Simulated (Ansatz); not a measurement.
# AgCl: a single-point run

The task is a single-point run on AgCl. The structure is shown as the input types it.

The COD entry's cell or inner coordinates are ideal or old and differ from later refinements, so a difference from it is no clean test against experiment.

Computed with Ansatz 0.2.0 (density functional or hybrid calculation with the settings of its input, plane waves, unless a step's input says otherwise).

4 further runs of the same task are left out: 1 for a known fault of the program, 3 that didn't finish.

## Step 1: The structure to begin with

It takes space group Fm-3m (No. 225, cubic). Conventional cell: a = 5.546 Å, b = 5.546 Å, c = 5.546 Å, α = 90.00°, β = 90.00°, γ = 90.00°. Ag (site symmetry m-3m) is surrounded by 6 Cl at 2.77 Å. Cl (site symmetry m-3m) has 6 Ag at 2.77 Å as nearest neighbours.

Structure file:

```
Ag Cl
1.0
     0.00000    2.77317    2.77317
     2.77317    0.00000    2.77317
     2.77317    2.77317    0.00000
Ag Cl
1 1
Direct
  0.00000 0.00000 0.00000
  0.50000 0.50000 0.50000
```

## Step 2: The run

input.yaml reads:

```yaml
crystal:
  lattice:
    - [0.0, 2.7731725651, 2.7731725651]
    - [2.7731725651, 0.0, 2.7731725651]
    - [2.7731725651, 2.7731725651, 0.0]
  atoms:
    - { symbol: Ag, position: [0.0, 0.0, 0.0] }
    - { symbol: Cl, position: [0.5, 0.5, 0.5] }
kpoints:
  mp_grid: { grid: [6, 6, 6] }
hamiltonian:
  xc: pbe
scf:
  occupations: { method: gaussian, width: 1.5 }
  n_extra_bands: 4
output:
  forces: true
  stress: true
  eigenvalues: true
```

On the command line:

```console
$ ansatz run input.yaml --threads 4 --pin off --max-ram 3686MiB --backend cpu --events-out ev --progress --plain --runs-dir out
```

**Question.** How will this run end, and is anything wrong with its input?

The run converged and reported no error. That alone doesn't make the input a sound one.

In the input, scf.occupations.width is 1.5. Occupations are smeared over electronvolts, wider than many features of the bands.

To check: set scf.occupations.width to 0.2.
